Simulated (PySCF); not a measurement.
**From one method to the next for SrS**

Starting from one script, swap the method and compare what comes out for SrS.

The runs use PySCF 2.14.0; each script names its method and basis.

4 further runs of the same task are left out: 1 for a known fault of the program, 3 that didn't finish.

### Step 1. Where the work starts

SrS: 2 atoms, charge 0, spin multiplicity 1.

Bond lengths: Sr1–S2 2.882 Å.

### Step 2. The run that the others are compared with

The input, input.py:

```python
from pyscf import gto, scf

mol = gto.M(
    atom='Sr 0 0 0; S 0 0 2.882',
    basis='def2-svp',
    ecp={'Sr': 'def2-svp'},
    charge=0,
    spin=0,
    verbose=4,
)
mf = scf.UHF(mol)
mf.kernel()
mf.dip_moment()
print('orbital energies (hartree):', [e[max(0, n-3):n+3].round(4) for e, n in zip(mf.mo_energy, mol.nelec)])
```

Run with:

```bash
$ OMP_NUM_THREADS=1 python input.py
```

### Step 3. Scan (UKS)

Variant 1 changes functional: none (Hartree–Fock) → scan; SCF type: UHF → UKS; step after the SCF: none → analyze.

input.py, as its differences from that of step 2:

```diff
@@ -1,2 +1,2 @@
-from pyscf import gto, scf
+from pyscf import gto, dft
 
@@ -10,4 +10,5 @@
 )
-mf = scf.UHF(mol)
+mf = dft.UKS(mol, xc='scan')
 mf.kernel()
+mf.mulliken_pop()
 mf.dip_moment()
```

### Step 4. Stability test

Variant 2 changes step after the SCF: none → stability.

input.py, as its differences from that of step 2:

```diff
@@ -12,2 +12,3 @@
 mf.kernel()
+mf.stability(internal=True, external=True)
 mf.dip_moment()
```

### Step 5. Slater, (UKS)

Variant 3 changes functional: none (Hartree–Fock) → slater,; SCF type: UHF → UKS; step after the SCF: none → analyze.

input.py, as its differences from that of step 2:

```diff
@@ -1,2 +1,2 @@
-from pyscf import gto, scf
+from pyscf import gto, dft
 
@@ -10,4 +10,5 @@
 )
-mf = scf.UHF(mol)
+mf = dft.UKS(mol, xc='slater,')
 mf.kernel()
+mf.mulliken_pop()
 mf.dip_moment()
```

### Step 6. B3pw91 (UKS)

Variant 4 changes functional: none (Hartree–Fock) → b3pw91; SCF type: UHF → UKS; step after the SCF: none → analyze.

input.py, as its differences from that of step 2:

```diff
@@ -1,2 +1,2 @@
-from pyscf import gto, scf
+from pyscf import gto, dft
 
@@ -10,4 +10,5 @@
 )
-mf = scf.UHF(mol)
+mf = dft.UKS(mol, xc='b3pw91')
 mf.kernel()
+mf.mulliken_pop()
 mf.dip_moment()
```

### Step 7. MP2

Variant 5 changes step after the SCF: none → mp2; frozen orbitals: none → 5.

input.py, as its differences from that of step 2:

```diff
@@ -1,2 +1,2 @@
-from pyscf import gto, scf
+from pyscf import gto, scf, mp
 
@@ -12,2 +12,3 @@
 mf.kernel()
+mp.MP2(mf, frozen=5).kernel()
 mf.dip_moment()
```

Q: Predict the outcome of this session. Wanted: for each run, E(SCF); from base; gap; SCF dipole; after the SCF.

The runs gave:

| run | E(SCF) (hartree) | from base (eV) | cycles | gap (eV) | SCF dipole (D) | after the SCF |
| --- | --- | --- | --- | --- | --- | --- |
| base | -427.730505 | 0 | 18 | 5.00 | 14.41 | n/a |
| scan (UKS) | -428.804875 | not comparable | 15 | 0.57 | 11.29 | n/a |
| stability test | -427.730505 | 0.0000 | 18 | 5.00 | 14.41 | unstable: internal, UHF/UKS -> GHF/GKS |
| slater, (UKS) (poor choice) | -425.519507 | not comparable | 24 | 0.23 | 9.32 | n/a |
| b3pw91 (UKS) | -428.753535 | not comparable | 14 | 1.42 | 11.42 | n/a |
| MP2 | -427.730505 | 0.0000 | 18 | 5.00 | 14.41 | MP2 correlation -5.838 eV, core frozen |

**Reading.** The gap between the frontier levels is 0.6 eV with scan (0 % exact exchange) and 1.4 eV with b3pw91 (20 %): exact exchange opens it. A lower total energy from another functional means nothing by itself. The dearest run is “scan (UKS)”, at 4.8 s against 0.72 s. Rows marked «poor choice» come from settings spoiled on purpose.
